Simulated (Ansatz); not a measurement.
# CuMoF6: the cost of one run

Method: DFT PBEsol+U (U_eff = 6 eV on Mo d), plane waves, PAW, in Ansatz 0.2.0.

### Step 1. The system as given

It takes space group P-1 (No. 2, triclinic). The conventional cell has a = 4.920 Å, b = 5.034 Å, c = 5.438 Å, α = 63.20°, β = 89.10°, γ = 61.28°. Around Cu (site symmetry -1) lie 6 F at 1.93 to 2.21 Å. Mo (site symmetry -1) is surrounded by 6 F at 1.91 to 1.99 Å. F (site symmetry 1) is surrounded by 1 Cu at 1.93 Å and 1 Mo at 1.99 Å. Around F (site symmetry 1) lie 1 Mo at 1.91 Å and 1 Cu at 2.21 Å. F (site symmetry 1) is surrounded by 1 Mo at 1.94 Å and 1 Cu at 2.00 Å.

Coordinates:

```cif
data_structure
_symmetry_space_group_name_H-M 'P-1'
_symmetry_Int_Tables_number 2
_cell_length_a 4.9199
_cell_length_b 5.0342
_cell_length_c 5.4381
_cell_angle_alpha 63.197
_cell_angle_beta 89.098
_cell_angle_gamma 61.281
_cell_volume 101.90
loop_
_atom_site_label
_atom_site_type_symbol
_atom_site_symmetry_multiplicity
_atom_site_Wyckoff_symbol
_atom_site_fract_x
_atom_site_fract_y
_atom_site_fract_z
_atom_site_occupancy
Cu1 Cu 1 a 0.00000 0.00000 0.00000 1
Mo1 Mo 1 f 0.50000 0.00000 0.50000 1
F1 F 2 i 0.75672 0.85075 0.24971 1
F2 F 2 i 0.58078 0.53806 0.73545 1
F3 F 2 i 0.12026 0.12914 0.26093 1
```

### Step 2. Ferromagnetic start, free, symmetry kept, no search

input.yaml reads:

```yaml
crystal:
  lattice:
    - [4.91990023, 0.0, 0.0]
    - [2.41900324, 4.41491178, 0.0]
    - [0.0856375, 2.74919871, 4.69120435]
  atoms:
    - { symbol: Cu, position: [0.0, 0.0, 0.0] }
    - { symbol: Mo, position: [0.5, 0.0, 0.5], spin: 1.0 }
    - { symbol: F, position: [0.75672296, 0.85074599, 0.24971316] }
    - { symbol: F, position: [0.24327704, 0.14925401, 0.75028684] }
    - { symbol: F, position: [0.5807794, 0.53806053, 0.73544863] }
    - { symbol: F, position: [0.4192206, 0.46193947, 0.26455137] }
    - { symbol: F, position: [0.12025522, 0.12914197, 0.26092788] }
    - { symbol: F, position: [0.87974478, 0.87085803, 0.73907212] }
basis:
  ecutwfc: 420
  ecutrho_ratio: 4
kpoints:
  mp_grid: { grid: [5, 5, 4] }
hamiltonian:
  xc: pbesol
  hubbard: { sites: [{ site: 1, l: d, u_eff: 6.0 }] }
scf:
  occupations: { method: gaussian, width: 0.05 }
  lower_state_search: "off"
  max_iter: 150
output:
  forces: true
  stress: true
  eigenvalues: true
  populations: true
  hubbard: { sites: [{ site: 1, l: d }] }
magnetization:
  spin_polarized: true
```

Launch:

```bash
$ ansatz run input.yaml --threads 4 --pin off --max-ram 6144MiB --backend cpu --events-out ev --progress --plain --runs-dir out
```

What time and memory should one allow on 4 threads of Arm Neoverse V2, shared host?

About 16 s, with a peak of 0.8 GiB.
